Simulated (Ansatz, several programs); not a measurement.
CdSiSb2, ordered on the zincblende lattice (P-4m2) with 4 atoms a cell, relaxed with PBE in Ansatz (plane waves, PAW): space group P-4m2 (No. 115), tetragonal; conventional cell a = 4.400 Å, c = 6.499 Å, 31.46 Å³ an atom. Around Cd lie 4 Sb at 2.80 Å; around Sb lie 2 Si at 2.67 Å and 2 Cd at 2.80 Å; around Si lie 4 Sb at 2.67 Å. The cell was then scaled with its shape and fractional coordinates held, which makes it stiffer than a relaxed compression. No spin polarisation. The prototype was imposed, so other structures may be more stable.

```
V (Å³/atom)  E (meV/atom)
     29.570         17.39
     30.514          4.09
     31.458          0.00
     33.345         13.80
```

(1) Pass a cubic E = c₀ + c₁u + c₂u² + c₃u³, with u = V − 31.222 Å³, through these points.

(2) Where is the minimum, and what bulk modulus follows?

(3) Predict the energy and the pressure at the withheld volume, 32.401 Å³.

## Answers

(1) c₀ = 0.24, c₁ = -2.065, c₂ = 4.575, c₃ = -0.2792 (meV and Å³).

(2) dE/du = 0 at u = +0.231, so V₀ = 31.45 Å³. B = V₀ d²E/dV² = 31.45 × (2c₂ + 6c₃u) = 31.45 × 8.763 = 276 meV/Å³, and 1 meV/Å³ is 0.16022 GPa: 44 GPa. A third-order Birch-Murnaghan fit to all five points gives 31.46 Å³ and 44 GPa.

(3) With u = +1.179: E ≈ 3.71 meV and P = −dE/dV ≈ -1.21 GPa. The run gives 3.65 meV and, from its stress, -1.20 GPa.
